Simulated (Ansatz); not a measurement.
# C₅HF₇: up Jacob's ladder to CCSD(T)

An exercise on one series of results from a longer session: the logs are not shown, and one member is left open.

The runs use Ansatz 0.2.0, Gaussian basis; functionals in def2-TZVPP, the program's frozen cores in correlated methods.

Plan: LDA (SPW92), PBE-D4, revPBE-D4, BLYP-D4, r2SCAN-D4, B97M-V, PBE0-D4, B3LYP-D4, r2SCANh-D4, r2SCAN0-D4, HSE06-D4, BHLYP-D4, CAM-B3LYP-D4, LC-ωPBE, ωB97X-V, ωB97M-V, B2PLYP, PBE-QIDH; CCSD(T)/def2-SVP; CCSD(T)/def2-TZVPP; MP2/def2-QZVPP; extrapolation to the limit; RPA on PBE.

## The geometry

The geometry comes from an earlier relaxation with PBE0-D4 in a triple-zeta def2 set; it is a stationary point, not always the lowest conformer.

13 atoms, charge 0, spin multiplicity 1.

Atoms are counted from 1 here; the program's logs count them from 0.

Bond lengths: F1–C2 1.310 Å, C2–C3 1.327 Å, C2–C10 1.493 Å, C3–F4 1.310 Å, C3–C5 1.493 Å, C5–F6 1.352 Å, C5–F7 1.346 Å, C5–C8 1.541 Å, C8–F9 1.351 Å, C8–C10 1.541 Å, C8–H13 1.093 Å, C10–F11 1.346 Å, C10–F12 1.352 Å. Angles: F1–C2–C3 127.3°, F1–C2–C10 120.7°, C3–C2–C10 112.1°, C2–C3–F4 127.3°, C2–C3–C5 112.1°, F4–C3–C5 120.7°, C3–C5–F6 111.4°, C3–C5–F7 111.9°, C3–C5–C8 103.7°, F6–C5–F7 106.9°, F6–C5–C8 111.5°, F7–C5–C8 111.5°, C5–C8–F9 112.3°, C5–C8–C10 105.2°, C5–C8–H13 108.5°, F9–C8–C10 112.3°, F9–C8–H13 109.7°, C10–C8–H13 108.5° and more.

The first run:

Contents of in.yaml:

```yaml
crystal:
  periodic: [false, false, false]
  atoms:
    - {symbol: F, position_ang: [-2.022748, -1.241513, -1.195449]}
    - {symbol: C, position_ang: [-1.052026, -0.672079, -0.525218]}
    - {symbol: C, position_ang: [-0.914079, -0.610650, 0.793093]}
    - {symbol: F, position_ang: [-1.719886, -1.106642, 1.698870]}
    - {symbol: C, position_ang: [0.330883, 0.109621, 1.193469]}
    - {symbol: F, position_ang: [0.077854, 1.044192, 2.137445]}
    - {symbol: F, position_ang: [1.251381, -0.726710, 1.709135]}
    - {symbol: C, position_ang: [0.821262, 0.749893, -0.119694]}
    - {symbol: F, position_ang: [2.163218, 0.677075, -0.256722]}
    - {symbol: C, position_ang: [0.076389, -0.003713, -1.238650]}
    - {symbol: F, position_ang: [0.878521, -0.892756, -1.854169]}
    - {symbol: F, position_ang: [-0.375159, 0.842452, -2.191879]}
    - {symbol: H, position_ang: [0.504888, 1.795928, -0.135333]}
basis:
  gaussian: {orbitals: def2-TZVPP}
hamiltonian: {xc: lda}
output: {orbitals: {seedname: orbitals}}
```

Run with:

```sh
> ansatz run in.yaml --threads 4 --pin off --events-out ev --progress --plain --max-ram 66560MiB --backend cuda --devices 0, --max-vram 37GiB
```

Steps of the session up to this table: LDA; PBE-D4 (GGA); revPBE-D4 (GGA); BLYP-D4 (GGA); r2SCAN-D4 (meta-GGA); B97M-V (meta-GGA); PBE0-D4 (hybrid); B3LYP-D4 (hybrid); r2SCANh-D4 (hybrid); r2SCAN0-D4 (hybrid); HSE06-D4 (hybrid); BHLYP-D4 (hybrid); CAM-B3LYP-D4 (range-separated); LC-ωPBE (range-separated); ωB97X-V (range-separated); ωB97M-V (range-separated); B2PLYP (double hybrid); PBE-QIDH (double hybrid).

One table of the session follows, with a row left open; its other results are not shown here.

It belongs to the step «Frontier levels by functional». 

```
  functional  HOMO (eV)  gap (eV)
 LDA (SPW92)      -7.81      5.31
      PBE-D4      -7.53      5.38
   revPBE-D4      -7.42      5.41
     BLYP-D4      -7.43      5.37
   r2SCAN-D4      -7.84      5.85
      B97M-V      -7.90      6.04
     PBE0-D4      -8.97      7.78
    B3LYP-D4      -8.75      7.29
  r2SCANh-D4      -8.38      6.74
  r2SCAN0-D4      -9.18      8.08
    HSE06-D4      -8.56      6.99
    BHLYP-D4          ?         ?
CAM-B3LYP-D4     -10.39     10.33
     LC-ωPBE     -11.68     12.85
     ωB97X-V     -11.30     12.45
     ωB97M-V     -11.21     12.29
```

**Question.** Estimate the row for BHLYP-D4.

Worked estimate for «HOMO (eV)». Against the share of exact exchange, BLYP-D4 (0, -7.43), B3LYP-D4 (0.2, -8.75) give a slope of -6.60 per unit share; at 0.5 the line stands at -10.73.

As computed: HOMO (eV): -10.30; gap (eV): 10.21. In «HOMO (eV)» the line misses by -0.43.
